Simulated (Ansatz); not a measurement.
# F₃H₃O₃Si₂: small, medium and large basis sets

One table from this session's results is given with a row withheld; the runs are named, their logs left out.

Method: one geometry, several basis sets; program: Ansatz 0.2.0, Gaussian basis.

The runs, in order: PBE0-D4/def2-SVP; ωB97M-V/def2-SVP; PBE0-D4/def2-QZVPP; ωB97M-V/def2-QZVPP; the functionals' def2-TZVPP values are taken from earlier runs.

## Structure used throughout

All runs share one geometry, relaxed beforehand with PBE0-D4 in a triple-zeta def2 set.

SMILES `O[SiH](O)O[Si](F)(F)F`, 11 atoms, charge 0, spin multiplicity 1.

Atoms are counted from 1 here; the program's logs count them from 0.

Bond lengths: O1–Si2 1.626 Å, O1–H9 0.959 Å, Si2–O3 1.632 Å, Si2–O4 1.636 Å, Si2–H10 1.469 Å, O3–H11 0.958 Å, O4–Si5 1.591 Å, Si5–F6 1.569 Å, Si5–F7 1.569 Å, Si5–F8 1.571 Å. Angles: Si2–O1–H9 119.3°, O1–Si2–O3 113.7°, O1–Si2–O4 110.9°, O1–Si2–H10 105.5°, O3–Si2–O4 103.7°, O3–Si2–H10 113.4°, O4–Si2–H10 109.7°, Si2–O3–H11 119.0°, Si2–O4–Si5 147.1°, O4–Si5–F6 109.4°, O4–Si5–F7 112.0°, O4–Si5–F8 111.4°, F6–Si5–F7 108.0°, F6–Si5–F8 107.8°, F7–Si5–F8 108.1°.

The first run:

Input file in.yaml:

```yaml
crystal:
  periodic: [false, false, false]
  atoms:
    - {symbol: O, position_ang: [0.026391, -1.204443, 2.062658]}
    - {symbol: Si, position_ang: [0.770100, -0.428346, 0.843162]}
    - {symbol: O, position_ang: [1.116369, -1.386865, -0.432018]}
    - {symbol: O, position_ang: [-0.200770, 0.724647, 0.207977]}
    - {symbol: Si, position_ang: [-0.919610, 1.299377, -1.090137]}
    - {symbol: F, position_ang: [-1.674393, 2.625024, -0.725033]}
    - {symbol: F, position_ang: [0.104263, 1.624578, -2.233806]}
    - {symbol: F, position_ang: [-1.977122, 0.284300, -1.655184]}
    - {symbol: H, position_ang: [-0.812530, -1.639272, 1.900317]}
    - {symbol: H, position_ang: [1.957512, 0.197029, 1.441236]}
    - {symbol: H, position_ang: [1.675388, -2.153030, -0.298573]}
basis:
  gaussian: {orbitals: def2-SVP}
hamiltonian: {xc: pbe0, dispersion: d4}
output: {orbitals: {seedname: orbitals}}
```

Steps of the session up to this table: PBE0-D4 in def2-SVP; ωB97M-V in def2-SVP; PBE0-D4 in def2-QZVPP; ωB97M-V in def2-QZVPP.

One of the session's tables, all rows but one given; the rest of the session is left out.

It belongs to the step «Functionals by basis». 

| functional | basis | HOMO (eV) | LUMO (eV) |
| --- | --- | --- | --- |
| PBE0-D4 | def2-SVP | ? | ? |
| PBE0-D4 | def2-TZVPP | -9.71 | 0.34 |
| PBE0-D4 | def2-QZVPP | -9.76 | -0.03 |
| ωB97M-V | def2-SVP | -11.90 | 2.54 |
| ωB97M-V | def2-TZVPP | -12.16 | 1.78 |
| ωB97M-V | def2-QZVPP | -12.21 | 1.18 |

**Question.** Estimate the row for PBE0-D4, def2-SVP.

**Answer.** HOMO (eV): -9.48; LUMO (eV): 0.88. In the column «HOMO (eV)» it is the highest.
